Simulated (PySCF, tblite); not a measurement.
# C₆H₅S−: dynamics, then NMR shifts on frames, part 2 of 2

tblite 0.8.0 and PySCF 2.14.0. Atoms count from 0.

## 5. Shielding tensors: 625 fs, PBE0/pcSseg-1

The job: settings as JSON, then the geometry in Å.

```
{"job": {"kind": "nmr", "xc": "PBE0", "basis": "pcSseg-1", "pop": false}, "charge": -1, "multiplicity": 1}
S      2.355100    -0.892300     0.593200
C      0.679200    -0.411000     0.553100
C     -0.103900    -0.136900     1.687300
C     -1.479200    -0.021400     1.599100
C     -2.163300    -0.032500     0.329400
C     -1.399300    -0.405200    -0.744800
C     -0.073300    -0.485800    -0.656700
H      0.355800    -0.146400     2.681900
H     -2.038900     0.182200     2.515600
H     -3.235200     0.079400     0.308300
H     -1.730700    -0.347900    -1.763200
H      0.351400    -0.641100    -1.651200
```

Method: GIAO PBE0/pcSseg-1 NMR shielding, non-relativistic, gas phase.

Standard output:

```text
coarse grid: 11240 points
cycle   1  E = -629.2755677484  dE =  1.130e+00  |g| = 4.768e-01  |ddm| = 3.562e+00
cycle   2  E = -629.2795138044  dE = -3.946e-03  |g| = 5.051e-01  |ddm| = 2.056e+00
cycle   3  E = -629.3553413602  dE = -7.583e-02  |g| = 1.061e-01  |ddm| = 1.111e+00
cycle   4  E = -629.3578191817  dE = -2.478e-03  |g| = 5.272e-02  |ddm| = 1.825e-01
cycle   5  E = -629.3586157866  dE = -7.966e-04  |g| = 1.115e-02  |ddm| = 7.646e-02
cycle   6  E = -629.3586393204  dE = -2.353e-05  |g| = 6.218e-03  |ddm| = 2.182e-02
cycle   7  E = -629.3586500735  dE = -1.075e-05  |g| = 5.080e-04  |ddm| = 8.664e-03
cycle   8  E = -629.3586501186  dE = -4.515e-08  |g| = 2.749e-04  |ddm| = 8.120e-04
final grid: 105856 points
cycle   9  E = -629.4030344827  dE = -1.679e-05  |g| = 8.470e-03  |ddm| = 3.848e-02
cycle  10  E = -629.4030030519  dE =  3.143e-05  |g| = 1.320e-02  |ddm| = 2.956e-02
cycle  11  E = -629.4030543603  dE = -5.131e-05  |g| = 7.825e-04  |ddm| = 2.048e-02
cycle  12  E = -629.4030545637  dE = -2.034e-07  |g| = 2.185e-04  |ddm| = 1.726e-03
cycle  13  E = -629.4030545735  dE = -9.838e-09  |g| = 6.590e-05  |ddm| = 2.554e-04
cycle  14  E = -629.4030545745  dE = -9.393e-10  |g| = 2.935e-05  |ddm| = 1.042e-04
converged SCF energy = -629.4030545745

GIAO shielding tensors (ppm)
atom      isotropic    diamagn.    paramagn.     s11        s22        s33       span
  0 S      366.317    1057.363    -691.046    229.801    368.866    500.282    270.481
  1 C        2.719     251.119    -248.399    -90.986    -59.288    158.432    249.419
  2 C       46.177     248.719    -202.543    -56.389     56.421    138.498    194.886
  3 C       51.318     254.101    -202.783    -64.912     57.275    161.591    226.504
  4 C       75.156     252.283    -177.127    -22.766     75.991    172.243    195.009
  5 C       62.745     256.430    -193.684    -49.207     72.861    164.582    213.789
  6 C       45.727     251.538    -205.811    -59.887     61.082    135.987    195.875
  7 H       24.274      31.083      -6.809     21.256     23.094     28.472      7.216
  8 H       25.109      30.292      -5.182     22.510     24.849     27.969      5.459
  9 H       25.946      30.911      -4.965     23.953     26.176     27.710      3.757
 10 H       25.754      32.447      -6.692     22.045     26.214     29.004      6.958
 11 H       24.580      32.455      -7.875     20.465     23.356     29.919      9.455
```

It took 12 s on 1 thread of INTEL XEON PLATINUM 8581C at 2.30GHz, shared host; peak memory 0.74 GiB.

Key values: δ C1 184.2, C6 141.2, C2 140.7, C3 135.6, H7 7.44, H11 7.14 ppm.

## 6. Shielding tensors: 800 fs, PBE0/pcSseg-1

The job: settings as JSON, then the geometry in Å.

```
{"job": {"kind": "nmr", "xc": "PBE0", "basis": "pcSseg-1", "pop": false}, "charge": -1, "multiplicity": 1}
S      2.328900    -0.340600     0.214700
C      0.607400    -0.145400     0.204300
C     -0.101500     0.017400     1.398800
C     -1.480600     0.080200     1.386300
C     -2.252600    -0.092900     0.257800
C     -1.559800    -0.259100    -0.924200
C     -0.140800    -0.361900    -1.022100
H      0.435600     0.250400     2.323500
H     -2.022800     0.410000     2.256100
H     -3.280600     0.091900     0.359800
H     -2.126700    -0.351600    -1.830200
H      0.445200    -0.489600    -1.913800
```

Method: GIAO PBE0/pcSseg-1 NMR shielding, non-relativistic, gas phase.

Standard output:

```text
coarse grid: 11240 points
cycle   1  E = -629.2828420774  dE =  1.085e+00  |g| = 4.651e-01  |ddm| = 3.574e+00
cycle   2  E = -629.2916046261  dE = -8.763e-03  |g| = 4.792e-01  |ddm| = 1.967e+00
cycle   3  E = -629.3608501678  dE = -6.925e-02  |g| = 9.249e-02  |ddm| = 1.057e+00
cycle   4  E = -629.3625720335  dE = -1.722e-03  |g| = 4.992e-02  |ddm| = 1.762e-01
cycle   5  E = -629.3633090928  dE = -7.371e-04  |g| = 1.079e-02  |ddm| = 7.411e-02
cycle   6  E = -629.3633315316  dE = -2.244e-05  |g| = 5.835e-03  |ddm| = 2.037e-02
cycle   7  E = -629.3633411422  dE = -9.611e-06  |g| = 6.123e-04  |ddm| = 9.196e-03
final grid: 105856 points
cycle   8  E = -629.4080182696  dE = -2.303e-05  |g| = 8.287e-03  |ddm| = 4.312e-02
cycle   9  E = -629.4079920397  dE =  2.623e-05  |g| = 1.250e-02  |ddm| = 2.917e-02
cycle  10  E = -629.4080368264  dE = -4.479e-05  |g| = 8.766e-04  |ddm| = 2.058e-02
cycle  11  E = -629.4080370478  dE = -2.214e-07  |g| = 2.697e-04  |ddm| = 1.869e-03
cycle  12  E = -629.4080370621  dE = -1.424e-08  |g| = 1.198e-04  |ddm| = 4.138e-04
cycle  13  E = -629.4080370664  dE = -4.373e-09  |g| = 2.909e-05  |ddm| = 1.983e-04
cycle  14  E = -629.4080370666  dE = -1.886e-10  |g| = 1.125e-05  |ddm| = 4.365e-05
converged SCF energy = -629.4080370666

GIAO shielding tensors (ppm)
atom      isotropic    diamagn.    paramagn.     s11        s22        s33       span
  0 S      382.739    1057.838    -675.099    239.908    418.082    490.226    250.318
  1 C       -5.519     252.905    -258.424    -99.564    -74.002    157.011    256.575
  2 C       50.799     248.395    -197.596    -49.769     65.359    136.807    186.576
  3 C       56.221     254.705    -198.484    -58.336     59.890    167.107    225.443
  4 C       77.628     254.481    -176.853    -27.998     86.283    174.600    202.598
  5 C       57.270     251.815    -194.545    -48.546     47.777    172.579    221.125
  6 C       39.502     249.282    -209.780    -72.107     56.199    134.415    206.523
  7 H       24.262      31.463      -7.201     20.973     22.941     28.872      7.899
  8 H       25.683      31.166      -5.483     22.783     25.470     28.797      6.013
  9 H       26.195      32.670      -6.476     24.333     25.861     28.390      4.057
 10 H       25.656      30.793      -5.138     22.934     25.966     28.067      5.134
 11 H       23.617      32.244      -8.627     20.639     21.888     28.324      7.685
```

It took 13 s on 1 thread of INTEL XEON PLATINUM 8581C at 2.30GHz, shared host; peak memory 0.74 GiB.

Key values: δ C1 192.4, C6 147.4, C2 136.1, C3 130.7, H11 8.10, H7 7.45 ppm.

## 7. Nuclear shieldings: 1000 fs, PBE0/pcSseg-1

The job: settings as JSON, then the geometry in Å.

```
{"job": {"kind": "nmr", "xc": "PBE0", "basis": "pcSseg-1", "pop": false}, "charge": -1, "multiplicity": 1}
S      2.306900    -0.544500     0.336700
C      0.568900    -0.536400     0.497300
C      0.090600     0.024800     1.679200
C     -1.315700     0.101000     1.880000
C     -2.170800    -0.333100     0.859600
C     -1.623500    -0.842600    -0.311700
C     -0.312100    -0.962100    -0.487800
H      0.772800     0.594800     2.280800
H     -1.765100     0.696600     2.608000
H     -3.323200    -0.247700     1.032400
H     -2.407900    -1.282900    -0.943000
H      0.149400    -1.427500    -1.295900
```

Method: GIAO PBE0/pcSseg-1 NMR shielding, non-relativistic, gas phase.

Standard output:

```text
coarse grid: 11240 points
cycle   1  E = -629.2650632021  dE =  1.192e+00  |g| = 4.811e-01  |ddm| = 3.580e+00
cycle   2  E = -629.2638647158  dE =  1.198e-03  |g| = 5.224e-01  |ddm| = 2.094e+00
cycle   3  E = -629.3467480012  dE = -8.288e-02  |g| = 1.276e-01  |ddm| = 1.188e+00
cycle   4  E = -629.3507337480  dE = -3.986e-03  |g| = 5.224e-02  |ddm| = 1.949e-01
cycle   5  E = -629.3514847341  dE = -7.510e-04  |g| = 1.095e-02  |ddm| = 6.723e-02
cycle   6  E = -629.3515079032  dE = -2.317e-05  |g| = 5.789e-03  |ddm| = 2.293e-02
cycle   7  E = -629.3515177095  dE = -9.806e-06  |g| = 4.508e-04  |ddm| = 8.774e-03
final grid: 105856 points
cycle   8  E = -629.3954274051  dE = -1.680e-05  |g| = 8.095e-03  |ddm| = 3.874e-02
cycle   9  E = -629.3954018693  dE =  2.554e-05  |g| = 1.229e-02  |ddm| = 2.629e-02
cycle  10  E = -629.3954452003  dE = -4.333e-05  |g| = 7.580e-04  |ddm| = 1.839e-02
cycle  11  E = -629.3954453661  dE = -1.658e-07  |g| = 2.264e-04  |ddm| = 1.532e-03
cycle  12  E = -629.3954453763  dE = -1.027e-08  |g| = 7.801e-05  |ddm| = 2.933e-04
cycle  13  E = -629.3954453780  dE = -1.633e-09  |g| = 3.115e-05  |ddm| = 1.461e-04
cycle  14  E = -629.3954453782  dE = -2.501e-10  |g| = 1.052e-05  |ddm| = 5.027e-05
converged SCF energy = -629.3954453782

GIAO shielding tensors (ppm)
atom      isotropic    diamagn.    paramagn.     s11        s22        s33       span
  0 S      381.597    1058.072    -676.474    229.003    364.585    551.203    322.200
  1 C        3.646     254.283    -250.638    -85.873    -66.492    163.303    249.176
  2 C       42.026     250.699    -208.673    -63.674     53.531    136.221    199.895
  3 C       52.090     256.086    -203.996    -66.083     52.953    169.401    235.485
  4 C       61.680     256.114    -194.433    -44.933     79.517    150.457    195.390
  5 C       66.037     250.501    -184.465    -35.149     62.578    170.681    205.831
  6 C       62.189     246.010    -183.821    -31.256     65.235    152.590    183.846
  7 H       23.673      32.415      -8.742     20.113     21.426     29.481      9.368
  8 H       25.755      32.368      -6.613     23.593     24.490     29.181      5.587
  9 H       24.764      28.996      -4.233     22.231     25.443     26.617      4.386
 10 H       25.355      29.899      -4.544     21.915     25.744     28.406      6.491
 11 H       24.994      32.985      -7.990     21.549     23.899     29.535      7.986
```

Run time: 12 s. Hardware: 1 thread of INTEL XEON PLATINUM 8581C at 2.30GHz, shared host; peak memory 0.74 GiB.

In short: δ C1 183.3, C2 144.9, C3 134.8, C4 125.2, H7 8.04, H9 6.95 ppm.

## 8. Comparing the runs: NMR shifts

Shifts (ppm) of some atoms, chosen among heavy atoms and hydrogens apart, with basis size and wall time:

```tsv
frame	C1	C6	C5	C4	H11	H9	S0	functions	time
250 fs	170.9	134.1	129.3	114.6	7.02	5.26	93	151	18 s
425 fs	180.2	143.1	131.7	114.6	7.71	5.77	102	151	13 s
625 fs	184.2	141.2	124.2	111.8	7.14	5.77	137	151	12 s
800 fs	192.4	147.4	129.7	109.3	8.10	5.52	121	151	13 s
1000 fs	183.3	124.7	120.9	125.2	6.72	6.95	122	151	12 s
```

## 9. Summary of results

The summary covers parts 1 to 2.

```
                                      quantity                                         value
                                    thermostat                                         400 K
                 mean temperature, second half                                         367 K
       mean potential energy above the minimum                                       0.48 eV
¹³C shifts against TMS (PBE0/pcSseg-1, 250 fs)  170.9, 141.8, 134.1, 129.3, 125.5, 114.6 ppm
 ¹H shifts against TMS (PBE0/pcSseg-1, 250 fs)              7.27, 7.02, 6.48, 6.01, 5.26 ppm
³³S shifts against CS2 (PBE0/pcSseg-1, 250 fs)                                        93 ppm
                      range of the shift of S0                                 93 to 137 ppm
```

What this shows: In the second half the potential energy averages 0.48 eV above the minimum; equipartition over 30 harmonic modes at 400 K would give 0.52 eV. With 12 atoms the temperature swings widely (217 to 588 K). Shifts at one fixed geometry are not the observed spectrum, which averages over the motion. In the first frame run (250 fs): The largest span, 241 ppm, is at C1, where the paramagnetic term is -234 ppm. NICS(1)zz of -19 ppm above the planar ring from C1 marks a diatropic (aromatic) ring current. Across the 5 runs the shift of S0 moves most, between 93 (250 fs) and 137 ppm (625 fs).
